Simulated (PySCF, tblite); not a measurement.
**F3GeHO, a small molecule taken as a stand-in for a surface group: NMR shifts, core binding energies and electronic excitations**

Aim: the NMR shifts, core binding energies and electronic excitations of `[OH][Ge]([F])([F])[F]`.

Programs: tblite 0.8.0 and PySCF 2.14.0. All values are calculated, for the isolated system unless a continuum is named. Atoms count from 0, parts from 1.

### 1 Starting point

6 atoms, charge 0, multiplicity 1; geometry: distance geometry start.

### 2 Relaxing the cluster with GFN2-xTB

Job settings and geometry (Å):

```
{"job": {"kind": "relax", "xc": "GFN2-xTB", "basis": "xTB"}, "charge": 0, "multiplicity": 1}
Ge    -1.053945    -0.218715    -0.614240
F     -0.952139     0.157988    -2.333528
F     -1.522655     1.222403     0.302369
F     -2.250593    -1.489107    -0.359067
O      0.614929    -0.807058    -0.017858
H      1.309418    -1.190869    -0.572686
```

Method: GFN2-xTB geometry optimisation, gas phase.

The run is started by

```sh
OMP_NUM_THREADS=1 python cluster_run.py task.json out
```

One launch serves the whole session: the jobs run in the order shown.

The program printed:

```text
step      E/eV     max force
  0    -566.57445    1.825
  1    -566.69814    1.319
  2    -566.70724    5.495
  3    -566.93815    0.719
  4    -566.98897    0.488
  5    -567.01563    0.485
  6    -567.01957    0.276
  7    -567.02283    0.152
  8    -567.02438    0.199
  9    -567.02662    0.184
 10    -567.02748    0.094
 11    -567.02785    0.065
 12    -567.02812    0.086
 13    -567.02870    0.137
 14    -567.02931    0.128
 15    -567.02968    0.063
 16    -567.02977    0.024
 17    -567.02980    0.022
 18    -567.02986    0.041
 19    -567.02995    0.058
 20    -567.03008    0.056
 21    -567.03018    0.036
 22    -567.03022    0.016
 23    -567.03024    0.018
 24    -567.03027    0.033
 25    -567.03034    0.052
 26    -567.03048    0.066
 27    -567.03064    0.069
 28    -567.03078    0.040
 29    -567.03085    0.026
 30    -567.03090    0.026
 31    -567.03101    0.049
 32    -567.03127    0.085
 33    -567.03181    0.142
 34    -567.03242    0.129
 35    -567.03339    0.059
 36    -567.03280    0.200
 37    -567.03352    0.047
 38    -567.03356    0.048
 39    -567.03375    0.069
 40    -567.03386    0.026
 41    -567.03394    0.089
 42    -567.03405    0.017
 43    -567.03409    0.008
 44    -567.03411    0.025
 45    -567.03412    0.007
```

Run time: 0.54 s. Hardware: 1 thread of Arm Neoverse N1, shared host.

Along the way: (not every step is listed)

| step | energy from step 0 (eV) | largest force (eV/Å) |
| --- | --- | --- |
| 0 | 0.0000 | 1.8247 |
| 1 | -0.1237 | 1.3197 |
| 2 | -0.1328 | 5.4949 |
| 3 | -0.3637 | 0.7194 |
| 4 | -0.4145 | 0.4885 |
| 5 | -0.4412 | 0.4850 |
| 6 | -0.4451 | 0.2767 |
| 7 | -0.4484 | 0.1524 |
| 8 | -0.4499 | 0.1995 |
| 11 | -0.4534 | 0.0651 |
| 14 | -0.4549 | 0.1278 |
| 17 | -0.4554 | 0.0215 |
| 20 | -0.4556 | 0.0562 |
| 23 | -0.4558 | 0.0187 |
| 26 | -0.4560 | 0.0657 |
| 29 | -0.4564 | 0.0257 |
| 32 | -0.4568 | 0.0850 |
| 35 | -0.4589 | 0.0595 |
| 38 | -0.4591 | 0.0481 |
| 40 | -0.4594 | 0.0254 |
| 41 | -0.4595 | 0.0892 |
| 42 | -0.4596 | 0.0171 |
| 43 | -0.4596 | 0.0084 |
| 44 | -0.4597 | 0.0247 |
| 45 | -0.4597 | 0.0073 |

Distances of close pairs at the start and the end, largest changes first:

| bond | before (Å) | after (Å) | change (Å) |
| --- | --- | --- | --- |
| Ge0–O4 | 1.867 | 1.676 | -0.192 |
| Ge0–F2 | 1.771 | 1.672 | -0.099 |
| Ge0–F3 | 1.764 | 1.692 | -0.071 |
| Ge0–F1 | 1.763 | 1.692 | -0.071 |
| O4–H5 | 0.968 | 0.959 | -0.009 |

### 3 Optimising the geometry at PBE0-D3(BJ)/def2-SVP

Job settings and geometry (Å):

```
{"job": {"xc": "PBE0", "basis": "def2-SVP", "d3": "d3bj", "grid": 2, "kind": "geom", "shake": 0.01}, "charge": 0, "multiplicity": 1}
Ge    -0.286977     0.153208    -0.010199
F     -0.376440     0.572622    -1.659500
F     -0.870034     1.495027     0.851027
F     -1.378503    -1.085247     0.185590
O      1.233969    -0.218373     0.495961
H      1.699026    -0.949242     0.114031
```

The program printed:

```text
step   0  E = -2451.30398689  max force = 0.048452
step   1  E = -2451.30814146  max force = 0.021523
step   2  E = -2451.31040990  max force = 0.007634
step   3  E = -2451.31059350  max force = 0.001340
step   4  E = -2451.31060919  max force = 0.000574
step   5  E = -2451.31061698  max force = 0.000178
optimisation converged
```

Wall time 39 s (1 thread of Arm Neoverse N1, shared host); peak memory 0.46 GiB.

Relaxation path:

| step | energy from step 0 (eV) | largest force component (eV/Å) |
| --- | --- | --- |
| 0 | 0.0000 | 2.4915 |
| 1 | -0.1131 | 1.1068 |
| 2 | -0.1748 | 0.3926 |
| 3 | -0.1798 | 0.0689 |
| 4 | -0.1802 | 0.0295 |
| 5 | -0.1804 | 0.0092 |

Distances of close pairs at the start and the end, largest changes first:

| bond | before (Å) | after (Å) | change (Å) |
| --- | --- | --- | --- |
| Ge0–O4 | 1.645 | 1.729 | +0.084 |
| Ge0–F3 | 1.662 | 1.709 | +0.047 |
| O4–H5 | 0.947 | 0.965 | +0.018 |
| Ge0–F1 | 1.704 | 1.709 | +0.005 |
| Ge0–F2 | 1.698 | 1.701 | +0.003 |

The end geometry stands in the next job.

| at the end point | value |
| --- | --- |
| point group (found at 0.08 Å tolerance) | Cs |
| rotational constants (GHz, main isotopes) | 3.515, 3.460, 3.416 |
| dipole moment (D) | 2.37 |

### 4 Nuclear shieldings: PBE0/pcSseg-2

Job settings and geometry (Å):

```
{"job": {"kind": "nmr", "xc": "PBE0", "basis": "pcSseg-2"}, "charge": 0, "multiplicity": 1}
Ge    -0.257177     0.194279     0.049400
F     -0.299637     0.614149    -1.606397
F     -0.806413     1.527840     0.950738
F     -1.365850    -1.091945     0.245228
O      1.334065    -0.215939     0.588470
H      1.705460    -0.992219     0.151843
```

With the program's defaults for keys left out, this is: GIAO PBE0/pcSseg-2 NMR shielding, non-relativistic, gas phase.

The program printed:

```text
coarse grid: 30968 points
cycle   1  E = -2451.8268939224  dE = -1.575e-01  |g| = 1.563e+00  |ddm| = 2.096e+00
cycle   2  E = -2451.4282821865  dE =  3.986e-01  |g| = 2.358e+00  |ddm| = 1.426e+00
cycle   3  E = -2452.0883128040  dE = -6.600e-01  |g| = 1.041e-01  |ddm| = 9.245e-01
cycle   4  E = -2452.0894423394  dE = -1.130e-03  |g| = 6.681e-02  |ddm| = 6.538e-02
cycle   5  E = -2452.0900437715  dE = -6.014e-04  |g| = 1.341e-02  |ddm| = 2.741e-02
cycle   6  E = -2452.0900687445  dE = -2.497e-05  |g| = 4.138e-03  |ddm| = 6.138e-03
cycle   7  E = -2452.0900706612  dE = -1.917e-06  |g| = 6.876e-04  |ddm| = 1.513e-03
final grid: 64432 points
cycle   8  E = -2452.0901533595  dE = -3.813e-07  |g| = 8.403e-04  |ddm| = 1.135e-03
cycle   9  E = -2452.0901532532  dE =  1.063e-07  |g| = 1.201e-03  |ddm| = 7.140e-04
cycle  10  E = -2452.0901534522  dE = -1.991e-07  |g| = 1.356e-04  |ddm| = 4.385e-04
cycle  11  E = -2452.0901534540  dE = -1.840e-09  |g| = 2.597e-05  |ddm| = 5.067e-05
cycle  12  E = -2452.0901534541  dE = -8.822e-11  |g| = 8.612e-06  |ddm| = 1.200e-05
converged SCF energy = -2452.0901534541

GIAO shielding tensors (ppm)
atom      isotropic    diamagn.    paramagn.     s11        s22        s33       span
  0 Ge    1445.759    2755.726   -1309.967   1404.807   1409.311   1523.158    118.351
  1 F      341.132     467.046    -125.914    294.065    306.284    423.047    128.982
  2 F      357.104     465.794    -108.690    316.736    324.781    429.794    113.058
  3 F      341.155     467.032    -125.877    294.090    306.047    423.329    129.239
  4 O      291.566     380.464     -88.898    269.599    276.658    328.442     58.843
  5 H       29.175      29.758      -0.583     20.240     23.212     44.073     23.833
```

It took 35 s on 1 thread of Arm Neoverse N1, shared host; peak memory 0.87 GiB.

The references, computed at this level on geometries of the same kind, shield at (ppm): 1H TMS 31.25, 19F CFCl3 175.8, 17O H2O 328.2, 73Ge GeMe4 1337. Their shielding less the atom's gives the shift. The references are single molecules in the gas phase, so shifts against H2O, NH3, PH3, H3PO4 or CFCl3 are not on the usual liquid scales and can be off by tens of ppm. Atoms listed in one row are averaged.

| atoms | environment | σ (ppm) | δ (ppm) |
| --- | --- | --- | --- |
| H5 | hydrogen on an oxygen bonded to Ge | 29.18 | 2.07 |
| Ge0 | germanium bonded to 3 F, O | 1446 | -109 |
| F1, F3 | fluorine bonded to Ge | 341.1 | -165.3 |
| F2 | fluorine bonded to Ge | 357.1 | -181.3 |
| O4 | oxygen bonded to Ge, H | 291.6 | 36.6 |

The run also stored atomic charges by several schemes (e):

| atoms | Mulliken | IAO | Hirshfeld | ESP fit |
| --- | --- | --- | --- | --- |
| Ge0 | 1.46 | 1.86 | 0.75 | 1.16 |
| F1, F3 | -0.41 | -0.51 | -0.22 | -0.33 |
| F2 | -0.41 | -0.50 | -0.21 | -0.28 |
| O4 | -0.46 | -0.75 | -0.29 | -0.62 |

Mayer bond orders: Ge0–F1 0.93, Ge0–F2 0.96, Ge0–F3 0.93, Ge0–O4 1.11.

### 5 Core holes by ΔSCF: SCAN, X2C

The job, as its differences from that of step 4:

```diff
@@ -1,2 +1,2 @@
-{"job": {"kind": "nmr", "xc": "PBE0", "basis": "pcSseg-2"}, "charge": 0, "multiplicity": 1}
+{"job": {"kind": "xps", "holes": 5}, "charge": 0, "multiplicity": 1}
 Ge    -0.257177     0.194279     0.049400
```

Method: delta-SCF UKS SCAN, pcX-2 on the ionised atom, pcseg-1 elsewhere, spin-free X2C.

The program printed:

```text
ground state, core basis on atom 1 (F), 119 functions
  cycle   1  E = -2469.42691385  |g| = 1.10e+00
  cycle   2  E = -2468.93431303  |g| = 2.04e+00
  cycle   3  E = -2469.63172322  |g| = 8.35e-02
  cycle   4  E = -2469.63136009  |g| = 1.01e-01
  cycle   5  E = -2469.63297990  |g| = 6.55e-03
  cycle   6  E = -2469.63298612  |g| = 1.49e-03
  cycle   7  E = -2469.63298805  |g| = 6.58e-04
  cycle   8  E = -2469.63298859  |g| = 2.99e-04
  E(ground) = -2469.75593536 Eh
hole in F 1s of atom 1
  cycle   1  E = -2443.25701893  |g| = 2.59e+00
  cycle   2  E = -2443.12208191  |g| = 2.19e+00
  cycle   3  E = -2444.02211152  |g| = 6.02e-01
  cycle   4  E = -2444.03504810  |g| = 5.53e-01
  cycle   5  E = -2444.15196382  |g| = 9.54e-02
  cycle   6  E = -2444.15418194  |g| = 6.41e-02
  cycle   7  E = -2444.15560621  |g| = 5.46e-03
  cycle   8  E = -2444.15561345  |g| = 3.80e-03
  cycle   9  E = -2444.15561658  |g| = 1.77e-03
  cycle  10  E = -2444.15561689  |g| = 2.24e-04
  E(ion) = -2444.28712067 Eh   <S^2> = 0.7571   hole on atom = 1.000   binding energy = 693.042 eV
ground state, core basis on atom 2 (F), 119 functions
  cycle   1  E = -2469.63155400  |g| = 1.67e-01
  cycle   2  E = -2469.62421591  |g| = 2.47e-01
  cycle   3  E = -2469.63347460  |g| = 5.17e-02
  cycle   4  E = -2469.63384911  |g| = 1.68e-02
  cycle   5  E = -2469.63389900  |g| = 1.94e-03
  cycle   6  E = -2469.63389755  |g| = 8.57e-04
  cycle   7  E = -2469.63389712  |g| = 1.43e-04
  E(ground) = -2469.75619195 Eh
hole in F 1s of atom 2
  cycle   1  E = -2443.25483984  |g| = 2.58e+00
  cycle   2  E = -2443.19167195  |g| = 2.15e+00
  cycle   3  E = -2444.06877878  |g| = 5.02e-01
  cycle   4  E = -2444.06339397  |g| = 5.06e-01
  cycle   5  E = -2444.14847228  |g| = 6.56e-02
  cycle   6  E = -2444.14904545  |g| = 5.37e-02
  cycle   7  E = -2444.15017485  |g| = 3.53e-03
  cycle   8  E = -2444.15018191  |g| = 8.57e-04
  cycle   9  E = -2444.15018249  |g| = 5.18e-04
  cycle  10  E = -2444.15018138  |g| = 4.19e-04
  E(ion) = -2444.28053086 Eh   <S^2> = 0.7570   hole on atom = 1.000   binding energy = 693.228 eV
ground state, core basis on atom 4 (O), 119 functions
  cycle   1  E = -2469.61946721  |g| = 1.52e-01
  cycle   2  E = -2469.61221626  |g| = 2.41e-01
  cycle   3  E = -2469.62165782  |g| = 3.62e-02
  cycle   4  E = -2469.62184202  |g| = 1.49e-02
  cycle   5  E = -2469.62188397  |g| = 2.80e-03
  cycle   6  E = -2469.62188203  |g| = 1.05e-03
  cycle   7  E = -2469.62188301  |g| = 1.03e-04
  E(ground) = -2469.73975138 Eh
hole in O 1s of atom 4
  cycle   1  E = -2448.95274057  |g| = 2.22e+00
  cycle   2  E = -2448.50685009  |g| = 2.21e+00
  cycle   3  E = -2449.65762660  |g| = 5.80e-01
  cycle   4  E = -2449.68507114  |g| = 4.90e-01
  cycle   5  E = -2449.76391843  |g| = 4.09e-02
  cycle   6  E = -2449.76403945  |g| = 3.71e-02
  cycle   7  E = -2449.76449241  |g| = 7.52e-03
  cycle   8  E = -2449.76451446  |g| = 1.26e-03
  cycle   9  E = -2449.76451378  |g| = 3.98e-04
  E(ion) = -2449.88545271 Eh   <S^2> = 0.7624   hole on atom = 1.000   binding energy = 540.263 eV
```

Run time: 20 s. Hardware: 1 thread of Arm Neoverse N1, shared host; peak memory 0.5 GiB.

Binding energies by hole, beside the orbital energy of the ground state; the difference holds orbital relaxation and, for a density functional, its self-interaction error:

| hole | stands for | environment | ΔSCF (eV) | −ε (eV) | ⟨S²⟩ |
| --- | --- | --- | --- | --- | --- |
| F1s on F1 | F1, F3 | fluorine bonded to Ge | 693.04 | 667.3 | 0.757 |
| F1s on F2 | F2 | fluorine bonded to Ge | 693.23 | 667.4 | 0.757 |
| O1s on O4 | O4 | oxygen bonded to Ge, H | 540.26 | 518.4 | 0.762 |

Each hole run stands for the others of its class of like atoms.

### 6 Excited states and response: CAM-B3LYP/def2-SVPD

The job, as its differences from that of step 5:

```diff
@@ -1,2 +1,2 @@
-{"job": {"kind": "xps", "holes": 5}, "charge": 0, "multiplicity": 1}
+{"job": {"kind": "uv", "xc": "CAM-B3LYP", "basis": "def2-SVPD", "nstates": 6, "ntriplets": 2, "ip": true}, "charge": 0, "multiplicity": 1}
 Ge    -0.257177     0.194279     0.049400
```

Method: TDDFT CAM-B3LYP/def2-SVPD, vertical, gas phase, core orbitals frozen in the response.

The program printed:

```text
coarse grid: 30968 points
cycle   1  E = -2451.8010935744  dE = -1.859e-01  |g| = 1.113e+00  |ddm| = 3.267e+00
cycle   2  E = -2451.6713136413  dE =  1.298e-01  |g| = 1.499e+00  |ddm| = 2.799e+00
cycle   3  E = -2452.0070559551  dE = -3.357e-01  |g| = 4.538e-02  |ddm| = 1.409e+00
cycle   4  E = -2452.0073500224  dE = -2.941e-04  |g| = 1.991e-02  |ddm| = 8.041e-02
cycle   5  E = -2452.0073993630  dE = -4.934e-05  |g| = 9.423e-03  |ddm| = 2.156e-02
cycle   6  E = -2452.0074138116  dE = -1.445e-05  |g| = 2.131e-03  |ddm| = 8.852e-03
cycle   7  E = -2452.0074144877  dE = -6.760e-07  |g| = 4.536e-04  |ddm| = 1.837e-03
final grid: 64432 points
cycle   8  E = -2452.0073168347  dE = -6.706e-08  |g| = 4.093e-04  |ddm| = 1.271e-03
cycle   9  E = -2452.0073168346  dE =  1.482e-10  |g| = 3.982e-04  |ddm| = 5.090e-04
cycle  10  E = -2452.0073168525  dE = -1.792e-08  |g| = 5.281e-05  |ddm| = 2.623e-04
cycle  11  E = -2452.0073168529  dE = -4.065e-10  |g| = 9.866e-06  |ddm| = 4.517e-05
converged SCF energy = -2452.0073168529

Static polarisability (au): isotropic 31.030, principal 29.835 30.518 32.738

Singlet excitations
state   eV       nm        f      main configurations
  1   7.6239    162.6   0.02970   H->L 0.95
  2   8.7114    142.3   0.10851   H-1->L 0.91
  3   9.1182    136.0   0.00075   H-2->L 0.89
  4   9.4179    131.6   0.04558   H-4->L 0.52, H-3->L 0.21, H-6->L 0.10
  5   9.4705    130.9   0.06012   H-3->L 0.58, H-4->L 0.23
  6   9.7449    127.2   0.00175   H->L+1 0.79

Triplet excitations (Tamm-Dancoff, eV): 7.0400 7.8533
Vertical ionisation energy (delta-SCF) = 13.8617 eV
Vertical electron affinity (delta-SCF) = -0.0355 eV
```

Wall time 85 s (1 thread of Arm Neoverse N1, shared host); peak memory 0.65 GiB.

The orbitals next to the gap, with their largest atomic shares:

| orbital | eV | atoms |
| --- | --- | --- |
| HOMO−3 | -14.19 | F2 50 %, F1 33 %, F3 11 % |
| HOMO−2 | -13.96 | F1 38 %, F3 35 %, F2 27 % |
| HOMO−1 | -13.26 | O4 64 %, F3 12 %, F1 12 % |
| HOMO | -12.47 | O4 81 %, H5 6 %, Ge0 5 % |
| LUMO | -0.83 | Ge0 44 %, O4 18 %, F3 11 % |
| LUMO+1 | 1.22 | O4 40 %, H5 21 %, Ge0 12 % |
| LUMO+2 | 2.13 | O4 29 %, Ge0 20 %, F2 15 % |

With each of the 6 states as a Gaussian band of 0.4 eV half-width at 1/e, the curve within the window shown has maxima at 162 nm (ε 1,200), 141 nm (ε 4,600), 131 nm (ε 4,500) L/(mol cm). Beyond the last state computed it falls off for lack of states. The curve at chosen wavelengths:

nm, ε (L/mol/cm) and a bar:
```
      123        508 ###
      125       1370 ########
      127       2686 #################
      129       3937 ##########################
      131       4480 ##############################
      134       4012 ##########################
      136       3756 #########################
      138       4000 ##########################
      140       4446 #############################
      142       4543 ##############################
      144       4023 ##########################
      146       3053 ####################
      148       2016 #############
      151        956 ######
      153        692 ####
      155        703 ####
      157        865 #####
      159       1058 ######
      161       1185 #######
      163       1194 #######
      165       1084 ######
      168        781 ####
      170        561 ###
      172        372 ##
      174        228 #
      176        130
```

Ground-state properties from the same run:

| property | computed |
| --- | --- |
| dipole moment (D) | 2.30 |
| polarisability (Å³) | 4.60 |
| HOMO–LUMO gap (eV) | 11.64 |
| −ε(HOMO) (eV) | 12.47 |

### 7 Summary of results

```
                                                                 quantity                                             value
                                                              point group                                                Cs
                                     rotational constants (main isotopes)                              3.52, 3.46, 3.42 GHz
                                    1H shifts against TMS (PBE0/pcSseg-2)                                          2.07 ppm
                                73Ge shifts against GeMe4 (PBE0/pcSseg-2)                                          -109 ppm
19F shifts against CFCl3 (PBE0/pcSseg-2, means over atoms taken as alike)                                -165.3, -181.3 ppm
                                   17O shifts against H2O (PBE0/pcSseg-2)                                          36.6 ppm
                                         F1s binding energies, SCAN/pcX-2                           F2 693.23, F1 693.04 eV
                                         O1s binding energies, SCAN/pcX-2                                      O4 540.26 eV
                                     lowest singlet (CAM-B3LYP/def2-SVPD)                       7.62 eV (163 nm), f = 0.030
                                 brightest single state of those computed                       state 2, 8.71 eV, f = 0.109
                                                           lowest triplet                                           7.04 eV
                                        vertical ionisation energy (ΔSCF)                                          13.86 eV
                                        vertical electron affinity (ΔSCF)  -0.04 eV (unbound: the value hangs on the basis)
```

In words: Over 5 steps the energy fell by 0.180 eV; of the close pairs, Ge0–O4 changed most, 1.645 to 1.729 Å (PBE0/def2-SVP). At PBE0/pcSseg-2: Shielding is most anisotropic at F1, F3 (span 129 ppm, paramagnetic term -126 ppm). The F1s levels kept as sound span 0.19 eV, from F1 (fluorine bonded to Ge) up to F2 (fluorine bonded to Ge). The first singlet state (HOMO→LUMO 0.95) lies at 7.62 eV and is weak; of the 6 states computed, the strongest absorption comes from state 2 at 8.71 eV. The lowest triplet lies 0.58 eV below the lowest singlet (triplets in Tamm-Dancoff, singlets in full TDDFT). ΔSCF puts the ionisation energy at 13.86 eV, 1.39 eV above −ε(HOMO). Spin-orbit coupling is left out, which matters for shieldings and couplings at and beside the heavy atoms.
